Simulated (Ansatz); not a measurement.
This script drives Ansatz 0.2.0 through its Python package.

Script `kmgh3.py`:
```python
from pathlib import Path

import ansatz as az
import numpy as np

CUTOFF = 470
OCCUPATIONS = "Fermi-Dirac"
WIDTH_EV = 0.05
MESH = (4, 4, 4)

lattice = az.Lattice.of(
    (4.025, 0.0, 0.0),
    (0.0, 4.025, 0.0),
    (0.0, 0.0, 4.025),
)
sites = [
    ("K", (0.0, 0.0, 0.0)),
    ("Mg", (0.5, 0.5, 0.5)),
    ("H", (0.0, 0.5, 0.5)),
    ("H", (0.5, 0.0, 0.5)),
    ("H", (0.5, 0.5, 0.0)),
]
structure = az.Crystal(lattice=lattice)
for symbol, position in sites:
    structure = structure.atom(symbol, position)

calc = (
    structure.calculation()
    .functional(az.Functional.LDA)
    .basis(CUTOFF)
    .occupations(OCCUPATIONS, width=WIDTH_EV)
    .kpoints(*MESH)
    .phonons("dfpt", points=[(0, 0, 0), (0.5, 0.5, 0.5), (0.5, 0.5, 0)])
)
result = calc.run(runs_dir="runs")
ph = result.phonons

for q in ph.qpoints:
    print("q =", np.round(q.q_frac, 3), "1/cm:", " ".join(f"{w:.1f}" for w in q.omega_inv_cm))
```

It is started by `python kmgh3.py`. Estimate its wall time and peak memory on 1 thread of Arm Neoverse V1, on a shared host.

It took about 44 s, with a peak of 0.53 GiB, for 1 run of the engine.

Running `python kmgh3.py` prints:
```text
RunWarning: eigensolver did not converge (k=8): 1 band(s) unlocked after 20 sweeps at ethr=1.00e-12 eV (lowest unlocked band 15, counted from 0; max residual 3.33e-3 eV among the unlocked bands, [...]
q = [0. 0. 0.] 1/cm: -0.0 0.0 0.0 171.7 171.7 171.7 550.5 550.5 550.5 610.5 610.5 610.5 1126.4 1126.4 1126.4
q = [0.5 0.5 0.5] 1/cm: 128.8 128.8 128.8 286.3 286.3 286.3 371.6 371.6 371.6 778.2 778.2 778.2 924.6 924.6 1333.5
q = [0.5 0.5 0. ] 1/cm: 110.2 113.9 113.9 195.4 258.7 258.7 403.6 643.9 643.9 690.2 690.2 813.9 900.6 1102.8 1289.0
```
(Warnings from the package without file and line, shortened.)

Caveats:
- The cell isn't relaxed first, so the values belong to this volume.
- No non-analytic term is added, so at the zone centre the longitudinal optical modes of a polar crystal aren't split off.
- The structure is a deposited one; some such entries were measured under pressure or heat, so a shift against it needn't be the functional's error alone.
- The structure is taken as given; imaginary modes can come from an unrelaxed or unstable start.
